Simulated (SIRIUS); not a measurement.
The system is Si2C.

```xyz
3
Lattice="2.6686 0.0000 0.0000 0.0000 2.6686 0.0000 0.0000 0.0000 5.5322" Properties=species:S:1:pos:R:3 pbc="T T T"
Si    1.3343    1.3343    1.5729
Si    1.3343    1.3343    3.9593
C     0.0000    0.0000    0.0000
```

The cell was built by a generator and needn't be a form met in nature.

* Program: SIRIUS 7.10.0
* Task: single point
* Functional: PBE
* Potentials or basis: PseudoDojo 0.4.1 PBE standard (scalar relativistic)
* Cutoff: 1127 eV
* Density cutoff: 4507 eV
* k mesh: 10 × 10 × 5
* Occupations: fermi-dirac, width 0.05 eV
* Spin: no spin polarisation

On this cell: pressure -8.4 GPa; largest force 1.855 eV/Å; band gap on the k mesh none (metal or under the smearing width).

The same run follows on a disturbed copy (atoms moved at random, drawn with an rms of 0.05 Å):

```
Si C
1.0
     2.66863    0.00000    0.00000
     0.00000    2.66863    0.00000
     0.00000    0.00000    5.53218
Si C
2 1
Direct
  0.48847 0.52373 0.28866
  0.49996 0.48992 0.71043
  0.01540 0.00728 0.99437
```

Question: What does the disturbed cell give?

Answer: The energy (extrapolated to zero smearing) moves by +30.0 meV/atom; pressure -7.7 GPa; largest force 2.296 eV/Å; band gap on the k mesh none (metal or under the smearing width).

Forces on the atoms (eV/Å):
```
Si  -0.188  0.091 -2.052
Si  -0.135 -0.109  2.289
C    0.323  0.019 -0.237
```

Stress tensor (GPa, compression positive):
```
-8.99  0.00 -0.22
 0.00 -8.82  0.31
-0.22  0.31 -5.33
```

Caveats: forces of over 1 eV/Å show positions far from the minimum, so gaps and moduli don't describe the material at rest (some runs).
